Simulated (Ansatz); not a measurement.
**CH3BrSn: basis-set convergence**

An exercise on one series of results from a longer session: the logs are not shown, and one member is left open.

Method: one geometry, several basis sets; program: Ansatz 0.2.0, Gaussian basis.

The runs, in order: PBE0-D4/def2-SVP; ωB97M-V/def2-SVP; PBE0-D4/def2-QZVPP; ωB97M-V/def2-QZVPP; the functionals' def2-TZVPP values are taken from earlier runs.

1 further run of the same task is left out (for a known fault of the program).

### The geometry

All runs share one geometry, relaxed beforehand with PBE0-D4 in a triple-zeta def2 set. Sn takes the def2 core potential; no spin-orbit term is included.

SMILES `[CH3][Sn][Br]`, 6 atoms, charge 0, spin multiplicity 1.

Atoms are counted from 1 here; the program's logs count them from 0.

Bond lengths: C1–Sn2 2.178 Å, C1–H4 1.093 Å, C1–H5 1.094 Å, C1–H6 1.092 Å, Sn2–Br3 2.536 Å. Angles: Sn2–C1–H4 109.3°, Sn2–C1–H5 109.2°, Sn2–C1–H6 111.9°, H4–C1–H5 107.5°, H4–C1–H6 109.5°, H5–C1–H6 109.4°, C1–Sn2–Br3 94.1°.

The first run:

in.yaml

```yaml
crystal:
  periodic: [false, false, false]
  atoms:
    - {symbol: C, position_ang: [-0.419509, 0.471768, -0.315946]}
    - {symbol: Sn, position_ang: [0.255224, -0.261718, 1.621147]}
    - {symbol: Br, position_ang: [1.776560, -2.031169, 0.627021]}
    - {symbol: H, position_ang: [-0.870251, -0.350999, -0.877527]}
    - {symbol: H, position_ang: [0.443760, 0.825443, -0.886631]}
    - {symbol: H, position_ang: [-1.143583, 1.282677, -0.214263]}
basis:
  gaussian: {orbitals: def2-SVP}
hamiltonian: {xc: pbe0, dispersion: d4}
output: {orbitals: {seedname: orbitals}}
```

Launch:

```bash
$ ansatz run in.yaml --threads 2 --pin off --events-out ev --progress --plain --max-ram 32768MiB --backend cpu
```

Steps of the session up to this table: PBE0-D4 in def2-SVP; ωB97M-V in def2-SVP; PBE0-D4 in def2-QZVPP; ωB97M-V in def2-QZVPP.

One table of the session follows, with a row left open; its other results are not shown here.

It belongs to the step «Density functionals: the series». 

| functional | basis | HOMO (eV) | LUMO (eV) |
| --- | --- | --- | --- |
| PBE0-D4 | def2-SVP | -6.57 | -2.73 |
| PBE0-D4 | def2-TZVPP | -6.66 | -2.79 |
| PBE0-D4 | def2-QZVPP | -6.68 | -2.80 |
| ωB97M-V | def2-SVP | -8.59 | -0.94 |
| ωB97M-V | def2-TZVPP | ? | ? |
| ωB97M-V | def2-QZVPP | -8.73 | -1.08 |

Estimate the missing values for ωB97M-V, def2-TZVPP.

The run gave: HOMO (eV): -8.71; LUMO (eV): -1.06. In the column «HOMO (eV)» it lies between ωB97M-V, def2-QZVPP (-8.73) and ωB97M-V, def2-SVP (-8.59).
